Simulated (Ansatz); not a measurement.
Predict the output of the script below (Ansatz 0.2.0 through its Python package).

Script `bde.py`:
```python
import ansatz as az


def single_point(molecule, charge=0, unpaired=0):
    calc = (
        molecule.calculation()
        .basis(gaussian="def2-SVP")
        .functional("r2scan")
    )
    if charge:
        calc = calc.charge(charge)
    if unpaired:
        calc = calc.spin("collinear", total=unpaired)
    return calc.run().report["free_energy_ev"]

def without(molecule, index):
    rest = az.Crystal.molecule()
    for i, site in enumerate(molecule.cartesian_sites):
        if i != index:
            rest = rest.atom(site.symbol, site.position_ang)
    return rest

mol = (
    az.Crystal.molecule()
    .atom("B", (-0.4316, 1.4159, -1.6738))
    .atom("Al", (0.4597, 0.4583, -0.147))
    .atom("Se", (2.7725, 0.8105, 0.2416))
    .atom("Sn", (-0.8298, -1.1993, 1.3694))
    .atom("H", (-1.6292, 1.2788, -1.9009))
    .atom("H", (0.1316, 2.2217, -2.369))
    .atom("H", (3.1778, -0.3409, -0.6964))
    .atom("H", (0.2008, -1.8854, 2.57))
    .atom("H", (-2.1983, -0.327, 2.2084))
    .atom("H", (-1.5705, -2.4837, 0.4006))
)

whole = single_point(mol, 0)
hydrogen = single_point(az.Crystal.molecule().atom("H", (0, 0, 0)), 0, 1)
print(f"E(molecule) = {whole:.5f} eV, E(H) = {hydrogen:.5f} eV")
for index in [5, 6, 9]:
    radical = single_point(without(mol, index), 0, 1)
    print(f"H{index}: homolysis {(radical + hydrogen - whole):.3f} eV")
```

```console
$ python bde.py
E(molecule) = -78540.74261 eV, E(H) = -13.58417 eV
H5: homolysis 4.330 eV
H6: homolysis 2.945 eV
H9: homolysis 2.873 eV
```

Total energies depend on the basis set; only differences at equal settings carry meaning. The geometry is a force-field or estimated start, not a minimum of this method, and the basis set is short of its limit. All parts are taken at fixed geometry, without zero-point energy. def2 sets replace the cores of elements past krypton by effective core potentials. The expectation value of S² is noticeably off S(S+1) in at least one run, so that state is spin-contaminated. The spin-orbit lowering of heavy atoms is left out. The whole script took 4.2 min on 1 thread of Arm Neoverse V1, with other jobs on the host, peak memory 0.41 GiB.

(Lines on the test bed's own set-up are left out of the output.)
